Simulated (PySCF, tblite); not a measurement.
# CH₅FGeO: infrared bands, NMR shifts, spin-spin couplings, electronic excitations, core binding energies and K edges in gas and solvents, part 2 of 2

tblite 0.8.0 and PySCF 2.14.0. Atoms count from 0. The steps go on from the part before.

## (8) NMR shieldings: WP04/pcSseg-2

Job settings and geometry (Å):

```
{"job": {"kind": "nmr", "xc": "WP04", "basis": "pcSseg-2", "pop": false}, "charge": 0, "multiplicity": 1}
C      1.393311     0.060395     0.370822
O      0.279828    -0.753040     0.129215
Ge    -1.309219    -0.075055    -0.223127
F     -2.354965    -1.452507    -0.169040
H      2.253562    -0.589380     0.593523
H      1.249666     0.733298     1.238344
H      1.665574     0.683990    -0.502465
H     -1.745356     0.891384     0.890396
H     -1.373288     0.483306    -1.652505
```

Level: GIAO WP04/pcSseg-2 NMR shielding, non-relativistic, gas phase.

The log of the run:

```text
coarse grid: 35440 points
cycle   1  E = -2308.4918422110  dE = -3.218e-01  |g| = 1.414e+00  |ddm| = 1.974e+00
cycle   2  E = -2307.1111629159  dE =  1.381e+00  |g| = 3.013e+00  |ddm| = 2.419e+00
cycle   3  E = -2308.7870514111  dE = -1.676e+00  |g| = 2.074e-01  |ddm| = 2.083e+00
cycle   4  E = -2308.7920871844  dE = -5.036e-03  |g| = 1.653e-01  |ddm| = 1.939e-01
cycle   5  E = -2308.7962526131  dE = -4.165e-03  |g| = 4.163e-02  |ddm| = 7.822e-02
cycle   6  E = -2308.7965021502  dE = -2.495e-04  |g| = 1.114e-02  |ddm| = 2.006e-02
cycle   7  E = -2308.7965243557  dE = -2.221e-05  |g| = 2.003e-03  |ddm| = 6.392e-03
cycle   8  E = -2308.7965250283  dE = -6.726e-07  |g| = 2.930e-04  |ddm| = 1.210e-03
final grid: 73920 points
cycle   9  E = -2308.7965475989  dE = -3.821e-07  |g| = 4.134e-04  |ddm| = 2.003e-03
cycle  10  E = -2308.7965475462  dE =  5.267e-08  |g| = 6.662e-04  |ddm| = 5.949e-04
cycle  11  E = -2308.7965476346  dE = -8.837e-08  |g| = 1.012e-04  |ddm| = 3.634e-04
cycle  12  E = -2308.7965476363  dE = -1.702e-09  |g| = 2.032e-05  |ddm| = 4.931e-05
cycle  13  E = -2308.7965476363  dE = -7.731e-11  |g| = 6.094e-06  |ddm| = 1.244e-05
converged SCF energy = -2308.7965476363

GIAO shielding tensors (ppm)
atom      isotropic    diamagn.    paramagn.     s11        s22        s33       span
  0 C      116.563     238.339    -121.776     88.387     91.797    169.506     81.120
  1 O      291.841     389.151     -97.310    249.274    284.070    342.178     92.903
  2 Ge    1324.430    2760.887   -1436.457   1268.284   1343.196   1361.811     93.528
  3 F      376.829     471.294     -94.465    304.943    401.643    423.900    118.957
  4 H       27.942      28.100      -0.158     24.263     25.579     33.984      9.721
  5 H       28.200      29.451      -1.251     24.378     25.833     34.389     10.010
  6 H       28.245      29.564      -1.319     24.295     25.820     34.620     10.325
  7 H       26.486      28.882      -2.396     20.725     21.741     36.990     16.265
  8 H       26.442      28.802      -2.359     20.526     21.623     37.178     16.651
```

It took 13 s on 1 thread of AMD EPYC 9R45, shared host; peak memory 0.96 GiB.

This run: δ C0 55.5, O1 22.2, Ge2 -43, F3 -199.5, H7 5.15, H4 3.48 ppm (means over like atoms).

## (9) Core-electron binding energies: SCAN, X2C

Settings changed since step 8:

```diff
@@ -1,2 +1,2 @@
-{"job": {"kind": "nmr", "xc": "WP04", "basis": "pcSseg-2", "pop": false}, "charge": 0, "multiplicity": 1}
+{"job": {"kind": "xps"}, "charge": 0, "multiplicity": 1}
 C      1.393311     0.060395     0.370822
```

With the program's defaults for keys left out, this is: delta-SCF UKS SCAN, pcX-2 on the ionised atom, pcseg-1 elsewhere, spin-free X2C.

The log of the run:

```text
ground state, core basis on atom 0 (C), 125 functions
  cycle   1  E = -2310.09587139  |g| = 8.08e-01
  cycle   2  E = -2309.55443904  |g| = 1.84e+00
  cycle   3  E = -2310.21786686  |g| = 1.07e-01
  cycle   4  E = -2310.21889588  |g| = 9.52e-02
  cycle   5  E = -2310.22047106  |g| = 2.40e-02
  cycle   6  E = -2310.22056510  |g| = 6.96e-03
  cycle   7  E = -2310.22057960  |g| = 1.09e-03
  cycle   8  E = -2310.22057522  |g| = 3.56e-04
  E(ground) = -2310.35117077 Eh
hole in C 1s of atom 0
  cycle   1  E = -2298.91953072  |g| = 1.50e+00
  cycle   2  E = -2297.29574683  |g| = 2.25e+00
  cycle   3  E = -2299.25230079  |g| = 7.44e-01
  cycle   4  E = -2299.39643820  |g| = 4.54e-01
  cycle   5  E = -2299.46326494  |g| = 9.75e-02
  cycle   6  E = -2299.46655725  |g| = 2.76e-02
  cycle   7  E = -2299.46680222  |g| = 1.77e-02
  cycle   8  E = -2299.46691879  |g| = 5.47e-03
  cycle   9  E = -2299.46694166  |g| = 1.82e-03
  cycle  10  E = -2299.46694942  |g| = 7.09e-04
  cycle  11  E = -2299.46694735  |g| = 1.42e-04
  E(ion) = -2299.59684099 Eh   <S^2> = 0.7714   hole on atom = 1.000   binding energy = 292.640 eV
ground state, core basis on atom 1 (O), 125 functions
  cycle   1  E = -2310.25188764  |g| = 1.02e-01
  cycle   2  E = -2310.25052272  |g| = 9.88e-02
  cycle   3  E = -2310.25162756  |g| = 6.33e-02
  cycle   4  E = -2310.25232847  |g| = 5.84e-03
  cycle   5  E = -2310.25233778  |g| = 1.34e-03
  cycle   6  E = -2310.25233834  |g| = 3.96e-04
  E(ground) = -2310.38106923 Eh
hole in O 1s of atom 1
  cycle   1  E = -2289.64362565  |g| = 2.23e+00
  cycle   2  E = -2289.09475615  |g| = 2.27e+00
  cycle   3  E = -2290.40670731  |g| = 4.76e-01
  cycle   4  E = -2290.41998503  |g| = 4.08e-01
  cycle   5  E = -2290.47448815  |g| = 7.89e-02
  cycle   6  E = -2290.47666334  |g| = 1.37e-02
  cycle   7  E = -2290.47673624  |g| = 5.14e-03
  cycle   8  E = -2290.47675012  |g| = 1.28e-03
  cycle   9  E = -2290.47675091  |g| = 4.30e-04
  E(ion) = -2290.60593896 Eh   <S^2> = 0.7629   hole on atom = 1.000   binding energy = 538.109 eV
ground state, core basis on atom 3 (F), 125 functions
  cycle   1  E = -2310.26251581  |g| = 1.50e-01
  cycle   2  E = -2310.25700449  |g| = 2.01e-01
  cycle   3  E = -2310.26358974  |g| = 5.94e-02
  cycle   4  E = -2310.26422316  |g| = 5.71e-03
  cycle   5  E = -2310.26423362  |g| = 1.46e-03
  cycle   6  E = -2310.26423586  |g| = 5.80e-04
  cycle   7  E = -2310.26423505  |g| = 6.53e-05
  E(ground) = -2310.39759299 Eh
hole in F 1s of atom 3
  cycle   1  E = -2283.93970320  |g| = 2.59e+00
  cycle   2  E = -2283.89165493  |g| = 2.13e+00
  cycle   3  E = -2284.79814859  |g| = 3.59e-01
  cycle   4  E = -2284.76341344  |g| = 4.37e-01
  cycle   5  E = -2284.84167942  |g| = 5.11e-02
  cycle   6  E = -2284.84260562  |g| = 2.11e-02
  cycle   7  E = -2284.84282072  |g| = 4.76e-03
  cycle   8  E = -2284.84283234  |g| = 1.04e-03
  cycle   9  E = -2284.84283195  |g| = 3.39e-04
  E(ion) = -2284.98290378 Eh   <S^2> = 0.7568   hole on atom = 1.000   binding energy = 691.569 eV
```

Run time: 6.1 s. Hardware: 1 thread of AMD EPYC 9R45, shared host; peak memory 0.52 GiB.

Binding energies by hole, beside the orbital energy of the ground state; the difference holds orbital relaxation and, for a density functional, its self-interaction error:

```
     hole  stands for                environment  ΔSCF (eV)  −ε (eV)   ⟨S²⟩
C1s on C0          C0  methyl carbon bonded to O     292.64    275.2  0.771
O1s on O1          O1     oxygen bonded to C, Ge     538.11    516.8  0.763
F1s on F3          F3      fluorine bonded to Ge     691.57    665.9  0.757
```

## (10) NMR shieldings: PBE0/pcSseg-1 in acetonitrile

Settings changed since step 9:

```diff
@@ -1,2 +1,2 @@
-{"job": {"kind": "xps"}, "charge": 0, "multiplicity": 1}
+{"job": {"kind": "nmr", "xc": "PBE0", "basis": "pcSseg-1", "solvent": "acetonitrile", "pop": true}, "charge": 0, "multiplicity": 1}
 C      1.393311     0.060395     0.370822
```

With the program's defaults for keys left out, this is: GIAO PBE0/pcSseg-1 NMR shielding, non-relativistic, IEF-PCM acetonitrile.

The log of the run:

```text
coarse grid: 35440 points
cycle   1  E = -2292.3361322727  dE = -4.212e-01  |g| = 1.205e+00  |ddm| = 2.679e+00
cycle   2  E = -2292.0736707046  dE =  2.625e-01  |g| = 1.728e+00  |ddm| = 1.609e+00
cycle   3  E = -2292.4924522776  dE = -4.188e-01  |g| = 1.922e-01  |ddm| = 1.124e+00
cycle   4  E = -2292.4978057824  dE = -5.354e-03  |g| = 6.849e-02  |ddm| = 1.324e-01
cycle   5  E = -2292.4982973878  dE = -4.916e-04  |g| = 1.623e-02  |ddm| = 4.251e-02
cycle   6  E = -2292.4983347413  dE = -3.735e-05  |g| = 4.576e-03  |ddm| = 1.011e-02
cycle   7  E = -2292.4983374983  dE = -2.757e-06  |g| = 4.723e-04  |ddm| = 2.589e-03
final grid: 73920 points
cycle   8  E = -2292.4982738853  dE = -2.975e-08  |g| = 4.967e-04  |ddm| = 6.929e-04
cycle   9  E = -2292.4982738613  dE =  2.406e-08  |g| = 6.282e-04  |ddm| = 6.550e-04
cycle  10  E = -2292.4982739326  dE = -7.137e-08  |g| = 6.972e-05  |ddm| = 3.666e-04
cycle  11  E = -2292.4982739334  dE = -7.581e-10  |g| = 1.169e-05  |ddm| = 4.071e-05
converged SCF energy = -2292.4982739334

GIAO shielding tensors (ppm)
atom      isotropic    diamagn.    paramagn.     s11        s22        s33       span
  0 C      131.865     243.257    -111.393    103.409    106.857    185.327     81.918
  1 O      319.661     402.659     -82.997    276.203    306.370    376.410    100.208
  2 Ge    1301.997    2755.748   -1453.751   1235.085   1332.117   1338.790    103.705
  3 F      383.974     476.381     -92.407    314.282    390.130    447.510    133.228
  4 H       27.320      27.864      -0.543     23.131     24.826     34.004     10.873
  5 H       27.484      28.817      -1.333     23.334     24.945     34.173     10.839
  6 H       27.524      28.887      -1.363     23.204     24.946     34.422     11.219
  7 H       25.570      27.334      -1.763     19.686     20.573     36.451     16.765
  8 H       25.550      27.279      -1.728     19.493     20.477     36.682     17.189
```

It took 5.2 s on 1 thread of AMD EPYC 9R45, shared host; peak memory 0.56 GiB.

Key values: δ C0 53.6, O1 23.3, Ge2 27, F3 -203.5, H7 5.68, H4 3.80 ppm (means over like atoms).

## (11) Nuclear shieldings: PBE0/pcSseg-1 in tetrahydrofuran

Settings changed since step 10:

```diff
@@ -1,2 +1,2 @@
-{"job": {"kind": "nmr", "xc": "PBE0", "basis": "pcSseg-1", "solvent": "acetonitrile", "pop": true}, "charge": 0, "multiplicity": 1}
+{"job": {"kind": "nmr", "xc": "PBE0", "basis": "pcSseg-1", "solvent": "tetrahydrofuran", "pop": false}, "charge": 0, "multiplicity": 1}
 C      1.393311     0.060395     0.370822
```

Method: GIAO PBE0/pcSseg-1 NMR shielding, non-relativistic, IEF-PCM tetrahydrofuran.

The log of the run:

```text
coarse grid: 35440 points
cycle   1  E = -2292.3332637280  dE = -4.184e-01  |g| = 1.207e+00  |ddm| = 2.680e+00
cycle   2  E = -2292.0591950564  dE =  2.741e-01  |g| = 1.747e+00  |ddm| = 1.637e+00
cycle   3  E = -2292.4907941241  dE = -4.316e-01  |g| = 1.970e-01  |ddm| = 1.152e+00
cycle   4  E = -2292.4964417726  dE = -5.648e-03  |g| = 6.977e-02  |ddm| = 1.371e-01
cycle   5  E = -2292.4969514897  dE = -5.097e-04  |g| = 1.696e-02  |ddm| = 4.378e-02
cycle   6  E = -2292.4969924678  dE = -4.098e-05  |g| = 4.711e-03  |ddm| = 1.061e-02
cycle   7  E = -2292.4969954082  dE = -2.940e-06  |g| = 4.991e-04  |ddm| = 2.708e-03
final grid: 73920 points
cycle   8  E = -2292.4969318143  dE = -2.920e-08  |g| = 5.261e-04  |ddm| = 7.273e-04
cycle   9  E = -2292.4969317880  dE =  2.631e-08  |g| = 6.619e-04  |ddm| = 6.952e-04
cycle  10  E = -2292.4969318674  dE = -7.942e-08  |g| = 7.294e-05  |ddm| = 3.864e-04
cycle  11  E = -2292.4969318682  dE = -8.231e-10  |g| = 1.229e-05  |ddm| = 4.296e-05
converged SCF energy = -2292.4969318682

GIAO shielding tensors (ppm)
atom      isotropic    diamagn.    paramagn.     s11        s22        s33       span
  0 C      131.923     243.200    -111.277    103.590    107.066    185.113     81.523
  1 O      318.485     402.386     -83.901    274.947    305.132    375.376    100.429
  2 Ge    1303.464    2755.724   -1452.260   1237.908   1329.108   1343.376    105.468
  3 F      382.628     476.186     -93.558    312.340    389.231    446.314    133.974
  4 H       27.308      27.841      -0.533     23.129     24.816     33.979     10.849
  5 H       27.527      28.851      -1.324     23.375     24.994     34.211     10.836
  6 H       27.570      28.925      -1.355     23.244     24.999     34.467     11.223
  7 H       25.607      27.390      -1.783     19.730     20.613     36.478     16.748
  8 H       25.583      27.330      -1.747     19.533     20.511     36.706     17.173
```

It took 4 s on 1 thread of AMD EPYC 9R45, shared host; peak memory 0.62 GiB.

Key values: δ C0 53.4, O1 23.3, Ge2 26, F3 -202.7, H7 5.65, H4 3.78 ppm (means over like atoms).

## (12) Excited states and response: CAM-B3LYP/def2-SVPD in acetonitrile

Settings changed since step 11:

```diff
@@ -1,2 +1,2 @@
-{"job": {"kind": "nmr", "xc": "PBE0", "basis": "pcSseg-1", "solvent": "tetrahydrofuran", "pop": false}, "charge": 0, "multiplicity": 1}
+{"job": {"kind": "uv", "xc": "CAM-B3LYP", "basis": "def2-SVPD", "solvent": "acetonitrile", "nstates": 6, "ntriplets": 0}, "charge": 0, "multiplicity": 1}
 C      1.393311     0.060395     0.370822
```

With the program's defaults for keys left out, this is: TDDFT CAM-B3LYP/def2-SVPD, vertical, IEF-PCM acetonitrile (non-equilibrium linear response), core orbitals frozen in the response.

The log of the run:

```text
coarse grid: 35440 points
cycle   1  E = -2292.7328147851  dE = -4.002e-01  |g| = 9.001e-01  |ddm| = 3.434e+00
cycle   2  E = -2292.6124943081  dE =  1.203e-01  |g| = 1.268e+00  |ddm| = 1.849e+00
cycle   3  E = -2292.8676180891  dE = -2.551e-01  |g| = 6.564e-02  |ddm| = 9.843e-01
cycle   4  E = -2292.8681805104  dE = -5.624e-04  |g| = 3.416e-02  |ddm| = 9.263e-02
cycle   5  E = -2292.8683240449  dE = -1.435e-04  |g| = 6.058e-03  |ddm| = 2.865e-02
cycle   6  E = -2292.8683290529  dE = -5.008e-06  |g| = 3.467e-03  |ddm| = 9.628e-03
cycle   7  E = -2292.8683310268  dE = -1.974e-06  |g| = 3.273e-04  |ddm| = 2.620e-03
final grid: 73920 points
cycle   8  E = -2292.8682419767  dE = -6.120e-08  |g| = 3.584e-04  |ddm| = 1.800e-03
cycle   9  E = -2292.8682419625  dE =  1.420e-08  |g| = 4.739e-04  |ddm| = 5.844e-04
cycle  10  E = -2292.8682419994  dE = -3.696e-08  |g| = 3.123e-05  |ddm| = 3.292e-04
cycle  11  E = -2292.8682419996  dE = -1.842e-10  |g| = 1.177e-05  |ddm| = 3.623e-05
converged SCF energy = -2292.8682419996

Static polarisability (au): isotropic 58.869, principal 54.741 58.601 63.264

Singlet excitations
state   eV       nm        f      main configurations
  1   7.0049    177.0   0.00073   H->L 0.82, H->L+1 0.08
  2   7.2739    170.5   0.00145   H->L+2 0.42, H->L+1 0.41, H->L 0.10
  3   7.8833    157.3   0.10861   H->L+1 0.47, H->L+2 0.46
  4   8.0027    154.9   0.02927   H-1->L 0.73, H-1->L+1 0.18
  5   8.1771    151.6   0.06033   H-1->L+2 0.39, H-1->L+1 0.38, H-1->L 0.17
  6   8.4864    146.1   0.00224   H-2->L 0.71, H->L+3 0.20
```

It took 6.4 s on 1 thread of AMD EPYC 9R45, shared host; peak memory 0.75 GiB.

This run: HOMO -9.55 eV, LUMO 0.90 eV; lowest singlet 7.00 eV.

## (13) Core excitations: BHandHLYP/def2-SVPD+aug-pcX-1+pcseg-1

Settings changed since step 12:

```diff
@@ -1,2 +1,2 @@
-{"job": {"kind": "uv", "xc": "CAM-B3LYP", "basis": "def2-SVPD", "solvent": "acetonitrile", "nstates": 6, "ntriplets": 0}, "charge": 0, "multiplicity": 1}
+{"job": {"kind": "xas", "xc": "BHandHLYP", "basis": {"default": "aug-pcX-1", "H": "pcseg-1", "Ge": "def2-SVPD"}}, "charge": 0, "multiplicity": 1}
 C      1.393311     0.060395     0.370822
```

With the program's defaults for keys left out, this is: core-valence-separated TDA BHandHLYP/aug-pcX-1 H:pcseg-1 Ge:def2-SVPD, K edges, non-relativistic, gas phase.

The log of the run:

```text
coarse grid: 35440 points
cycle   1  E = -2292.6874230308  dE = -4.295e-01  |g| = 8.541e-01  |ddm| = 2.863e+00
cycle   2  E = -2292.6056163529  dE =  8.181e-02  |g| = 1.147e+00  |ddm| = 1.468e+00
cycle   3  E = -2292.8104654620  dE = -2.048e-01  |g| = 5.242e-02  |ddm| = 8.228e-01
cycle   4  E = -2292.8108214610  dE = -3.560e-04  |g| = 3.328e-02  |ddm| = 7.479e-02
cycle   5  E = -2292.8109620108  dE = -1.405e-04  |g| = 7.186e-03  |ddm| = 2.591e-02
cycle   6  E = -2292.8109692894  dE = -7.279e-06  |g| = 2.777e-03  |ddm| = 6.683e-03
final grid: 73920 points
cycle   7  E = -2292.8109127050  dE =  3.506e-07  |g| = 3.330e-03  |ddm| = 3.500e-03
cycle   8  E = -2292.8109117827  dE =  9.223e-07  |g| = 4.189e-03  |ddm| = 4.068e-03
cycle   9  E = -2292.8109142162  dE = -2.434e-06  |g| = 1.755e-04  |ddm| = 2.312e-03
cycle  10  E = -2292.8109142200  dE = -3.818e-09  |g| = 2.673e-05  |ddm| = 1.326e-04
cycle  11  E = -2292.8109142202  dE = -1.564e-10  |g| = 2.003e-05  |ddm| = 3.477e-05
converged SCF energy = -2292.8109142202

C K edge
   eV          f      from atoms
  286.568   0.02484   C0
  287.045   0.00852   C0
  287.579   0.03045   C0
  287.675   0.03376   C0
  287.988   0.01306   C0
  288.688   0.00182   C0
  289.291   0.01302   C0
  289.534   0.00690   C0

O K edge
   eV          f      from atoms
  531.895   0.02271   O1
  533.199   0.00148   O1
  533.864   0.00596   O1
  534.015   0.02848   O1
  534.830   0.00754   O1
  534.871   0.00215   O1
  535.444   0.00039   O1
  535.456   0.00958   O1

F K edge
   eV          f      from atoms
  683.558   0.02236   F3
  685.483   0.00905   F3
  686.091   0.00293   F3
  687.201   0.00141   F3
  687.230   0.01456   F3
  687.587   0.00238   F3
  687.918   0.00079   F3
  687.950   0.00105   F3
```

Wall time 4.2 s (1 thread of AMD EPYC 9R45, shared host); peak memory 0.71 GiB.

## (14) Run by run: NMR shifts

Shifts (ppm), means over like atoms, with basis size and wall time:

```
                             run    C0    H7    H4    O1  Ge2      F3  functions   time
                   PBE0/pcSseg-1  52.3  5.53  3.68  21.0   20  -197.4        117  6.2 s
                   WP04/pcSseg-2  55.5  5.15  3.48  22.2  -43  -199.5        241   13 s
   PBE0/pcSseg-1 in acetonitrile  53.6  5.68  3.80  23.3   27  -203.5        117  5.2 s
PBE0/pcSseg-1 in tetrahydrofuran  53.4  5.65  3.78  23.3   26  -202.7        117    4 s
```

The continuum's effect on the ground state:

```
        solvent      ε  polarisation energy (Eh)  μ (D)
tetrahydrofuran   7.43                   -0.0073   3.88
   acetonitrile  35.69                   -0.0091   4.02
```

## (15) Comparing the runs: electronic excitations

Excitations and ground-state properties, with basis size and wall time:

```
                                run  lowest singlet (eV)  brightest (eV)      f  gap (eV)  α (Å³)  μ (D)  functions   time
                CAM-B3LYP/def2-SVPD                 6.86            7.76  0.080     10.36    6.92   3.33        144   26 s
CAM-B3LYP/def2-SVPD in acetonitrile                 7.00            7.88  0.109     10.45    8.72   4.23        144  6.4 s
```

## (16) Outcome

The summary covers parts 1 to 2.

| quantity | value |
| --- | --- |
| strongest single infrared mode (GFN2-xTB) | 1945 cm⁻¹, 575 km/mol |
| zero-point energy (GFN2-xTB) | 35.0 kcal/mol |
| point group | C1 |
| rotational constants (main isotopes) | 13.42, 2.87, 2.49 GHz |
| 13C shifts against TMS (PBE0/pcSseg-1) | 52.3 ppm |
| 1H shifts against TMS (PBE0/pcSseg-1, means over atoms taken as alike) | 5.53, 3.68 ppm |
| 17O shifts against H2O (PBE0/pcSseg-1) | 21.0 ppm |
| 73Ge shifts against GeMe4 (PBE0/pcSseg-1) | 20 ppm |
| 19F shifts against CFCl3 (PBE0/pcSseg-1) | -197.4 ppm |
| surface potential, 1st and 99th percentile | -1.43 V and 1.91 V |
| largest coupling of the table (B3LYP/pcSseg-1+pcJ-1) | 1J(C,H) C0–H4, 146.6 Hz |
| lowest singlet (CAM-B3LYP/def2-SVPD) | 6.86 eV (181 nm), f = 0.001 |
| brightest single state of those computed | state 3, 7.76 eV, f = 0.080 |
| lowest triplet | 6.58 eV |
| vertical ionisation energy (ΔSCF) | 10.67 eV |
| C1s binding energies, SCAN/pcX-2 | C0 292.64 eV |
| O1s binding energies, SCAN/pcX-2 | O1 538.11 eV |
| F1s binding energies, SCAN/pcX-2 | F3 691.57 eV |
| C K edge | first line 286.57 eV, strongest 287.68 eV (f = 0.034) |
| O K edge | first line 531.89 eV, strongest 534.01 eV (f = 0.028) |
| F K edge | first line 683.56 eV, strongest 683.56 eV (f = 0.022) |
| range of the shift of Ge2 (PBE0/pcSseg-1 runs) | 20 to 27 ppm |
| range of the lowest singlet | 6.86 to 7.00 eV |

**Reading.** Relaxing lowered the energy by 0.270 eV in 33 steps; the close pair that moved most is Ge2–H7, from 1.557 to 1.504 Å (GFN2-xTB). All 21 modes are real, so the xTB geometry is a minimum. The strongest single mode, at 1945 cm⁻¹, moves mainly H8 and H7. GFN2-xTB is a fitted tight-binding method: band positions and strengths are rough. Its intensities can rank the bands wrongly. Over 12 steps the energy fell by 0.202 eV; of the close pairs, Ge2–H8 changed most, 1.480 to 1.536 Å (PBE0/def2-SVP). No frequency check was run at this level, so the end point may be a saddle. In the run at B3LYP/pcSseg-1+pcJ-1, the largest coupling of the table is C0–H4 (mean over like pairs), 146.6 Hz, of which the Fermi-contact term gives 145.3 Hz. The first singlet state (HOMO→LUMO 0.90) lies at 6.86 eV and is dark; of the 10 states computed, the strongest absorption comes from state 3 at 7.76 eV. The lowest triplet lies 0.28 eV below the lowest singlet (triplets in Tamm-Dancoff, singlets in full TDDFT). At the C edge the strongest single line lifts a 1s electron of C0 into several orbitals, led by LUMO+4 (weight 0.24), 1.1 eV above the first line. At the F edge the strongest single line lifts a 1s electron of F3 into several orbitals, led by LUMO (weight 0.55), and it is the first line. Absolute edge energies from this method are off by several eV; spacings are better. At one level, PBE0/pcSseg-1: In ppm, Ge2 moves most: its shift spreads over 7 ppm, from 20 (PBE0/pcSseg-1) to 27 (PBE0/pcSseg-1 in acetonitrile). The continuum holds electrostatics alone: no hydrogen bonds to the solvent, and the gas-phase geometry is kept. Spin-orbit coupling is left out, which matters for shieldings and couplings at and beside the heavy atoms.
